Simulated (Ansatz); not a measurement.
**SnH− (singlet): from Hartree-Fock to the top rungs at distance Sn1–H2 = 3.407 Å, def2-SVPD**

How much of the correlation energy of SnH− (singlet) does each wave-function method recover here?

Computed with Ansatz 0.2.0, Gaussian basis. Level: def2-SVPD, core rule «outside noble gas», up to 9 orbitals frozen.

Plan: UHF; CCSD(T) on RHF; CCSD(T) on UHF; BCCD(T) on RHF; CISD; CCSDT(Q) on RHF; CCSDT(Q) on UHF; CASSCF and MRCISD+Q, 2 electrons in 2 orbitals; CASSCF and NEVPT2, 2 electrons in 2 orbitals; CASSCF and MRCISD+Q, 6 electrons in 5 orbitals; CASSCF and NEVPT4(SD), 6 electrons in 5 orbitals; CASSCF and NEVPT2, 6 electrons in 5 orbitals; Full CI.

19 further runs of the same task are left out: 11 that didn't finish, 8 set aside as unsound or not needed. Runs told in other sessions of the task aren't counted.

### Step 1. The geometry

The geometry derives from a PBE0/def2-TZVPD stationary point (not a proven minimum). One bond is set to the value named and the two fragments are kept rigid. No spin-orbit coupling is included. Elements past krypton take def2 core potentials.

2 atoms, charge -1, spin multiplicity 1.

Atoms are counted from 1 here; the program's logs count them from 0.

No contacts short enough for the rule that draws bonds.

### Step 2. UHF

Contents of in.yaml:

```yaml
crystal:
  periodic: [false, false, false]
  atoms:
    - {symbol: Sn, position_ang: [0.000000, 0.000000, 0.000000]}
    - {symbol: H, position_ang: [0.000000, 0.000000, 3.407000]}
basis:
  gaussian: {orbitals: def2-SVPD}
total_charge: -1
magnetization: {spin_polarized: true, initial_magnetization: 0}
hamiltonian: {xc: hf}
output: {orbitals: {seedname: orbitals}}
```

Command:

```console
ansatz run in.yaml --threads 1 --pin off --events-out ev --progress --plain --max-ram 2393MiB
```

Further steps of the session: CCSD(T) on RHF; CCSD(T) on UHF; BCCD(T) on RHF; CISD; CCSDT(Q) on RHF; CCSDT(Q) on UHF; CASSCF and MRCISD+Q, 2 electrons in 2 orbitals; CASSCF and NEVPT2, 2 electrons in 2 orbitals; CASSCF and MRCISD+Q, 6 electrons in 5 orbitals; CASSCF and NEVPT4(SD), 6 electrons in 5 orbitals; CASSCF and NEVPT2, 6 electrons in 5 orbitals; Full CI.

Q: Predict the results of all the runs planned. Wanted: FCI from the RHF energy; RMP2 from FCI; RCCSD from FCI; RCCSD(T) from FCI; RCCSDT(Q) from FCI; NEVPT2 valence from FCI; NEVPT4(SD) valence from FCI; MRCISD+Q valence from FCI; T1 diagnostic.

As calculated:

| quantity | value |
| --- | --- |
| FCI from the RHF energy | -3.3444 eV |
| RMP2 from FCI | +1275.1 meV |
| RCCSD from FCI | +311.3 meV |
| RCCSD(T) from FCI | +137.7 meV |
| RCCSDT(Q) from FCI | -9.8 meV |
| NEVPT2 valence from FCI | +592.9 meV |
| NEVPT4(SD) valence from FCI | +74.6 meV |
| MRCISD+Q valence from FCI | -23.6 meV |
| levels within 1 kcal/mol (43 meV) | RCCSDT, RCCSDT(Q), MRCISD+Q valence |
| T1 diagnostic | 0.064 |
| effectively unpaired electrons | 2.29 |

**Reading.** RCCSD(T) lands +137.7 meV from the yardstick (4.1 % of the correlation energy). RCCSDT(Q), MRCISD+Q valence fall below full CI, which methods that aren't variational can do. With 2.3 effectively unpaired electrons against 0 the state is strongly multireference. Of the multireference levels listed MRCISD+Q valence comes nearest in total energy (-23.6 meV), which doesn't show that its space is the better one. These misses are within one basis, not against nature.

The restricted and unrestricted ladders end 0.98 eV apart at CCSDT(Q), which points to two states or an unsound top rung; rows of one don't measure the error of the other.
